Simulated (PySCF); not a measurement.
# CuO(OH)₂: doublet, from a T-shaped (ligand arrangement 1) start

The task is one start of a wider search on CuO(OH)₂: the doublet, from a T-shaped (ligand arrangement 1) start. It is relaxed, tested by its Hessian and followed downhill if it is a saddle.

Computed with PySCF 2.14.0. Level: PBE0, basis Cu def2-TZVP, O def2-TZVP, H def2-TZVP, no relativity, density fitting.

## Step 1: The starting structure

6 atoms, charge 0, spin multiplicity 2.

Bond lengths: Cu1–O2 1.720 Å, Cu1–O3 1.750 Å, Cu1–O4 1.750 Å, O3–H5 0.960 Å, O4–H6 0.960 Å. Angles: O2–Cu1–O3 88.0°, O2–Cu1–O4 88.0°, O3–Cu1–O4 176.0°, Cu1–O3–H5 130.0°, Cu1–O4–H6 130.0°.

```xyz
6
charge 0 multiplicity 2
Cu    0.0000    0.0000    0.0000
O     0.0000    0.0000    1.7200
O     1.7489    0.0000    0.0611
O    -1.7489    0.0000    0.0611
H     2.3656   -0.7354    0.0826
H    -2.3656    0.7354    0.0826
```

## Step 2: Finding the electronic state

One driver script runs all steps and calls PySCF; scf.py shows how it sets up the SCF of each step. The optimiser is the driver's own. After this first run the driver tries any further starts and a stability analysis.

scf.py reads:

```python
from pyscf import gto, scf, dft
mol = gto.M(atom='''
Cu     0.000000     0.000000     0.000000
O      0.000000     0.000000     1.720000
O      1.748900     0.000000     0.061100
O     -1.748900     0.000000     0.061100
H      2.365600    -0.735400     0.082600
H     -2.365600     0.735400     0.082600''',
    basis={'Cu': 'def2-TZVP', 'O': 'def2-TZVP', 'H': 'def2-TZVP'},
    charge=0, spin=1)
mf = dft.UKS(mol, xc='PBE0')
mf.grids.atom_grid = (50, 194)
aux = {'Cu': 'def2-universal-JKFIT', 'O': 'def2-universal-JKFIT', 'H': 'def2-universal-JKFIT'}
mf = mf.density_fit(auxbasis=aux)
mf.conv_tol = 1e-08
mf.diis_space = 10
mf.max_cycle = 60
mf.init_guess = 'minao'
mf.verbose = 4
mf.kernel()
```

Started as:

```sh
OMP_NUM_THREADS=4 python axn.py task.json out
```

Further steps of the session: Relaxing the doublet from the T-shaped (ligand arrangement 1) start; Hessian and properties.

What does the calculation give? Wanted: minimum; geometry; wavenumbers; dipole moment; highest occupied, lowest empty level; polar-tensor charge of Cu1; zero-point energy; atomisation energy; ⟨S²⟩.

As calculated:

| quantity | value |
| --- | --- |
| minimum | doublet, C2 |
| geometry | Cu–O 1.740 Å, Cu–O 1.743 Å (×2), O–H 0.961 Å (×2); Cu–O–H 116.5° (×2), O–Cu–O 99.0° (×2), O–Cu–O 162.0° |
| wavenumbers (cm⁻¹) | 117 (b), 185 (a), 208 (b), 235 (b), 258 (a), 600 (a), 627 (a), 736 (b), 834 (b), 854 (a), 3884 (b), 3886 (a) |
| dipole moment | 0.25 D |
| highest occupied, lowest empty level (either spin) | -8.76, -5.00 eV |
| polar-tensor charge of Cu1 | +0.88 e |
| zero-point energy | 74.3 kJ/mol |
| entropy at 298.15 K | 324.9 J/(mol K) |
| atomisation energy (no zero-point energy) | 1513 kJ/mol |
| ⟨S²⟩ | 0.819 |

In words: The T-shaped (ligand arrangement 1) start keeps its C2 symmetry and ends in a minimum. The strongest infrared band lies at 3884 cm⁻¹ (b). Only this shape and spin were tried, so other structures or states may lie lower. One determinant may miss the lowest occupation of an open d or f shell.
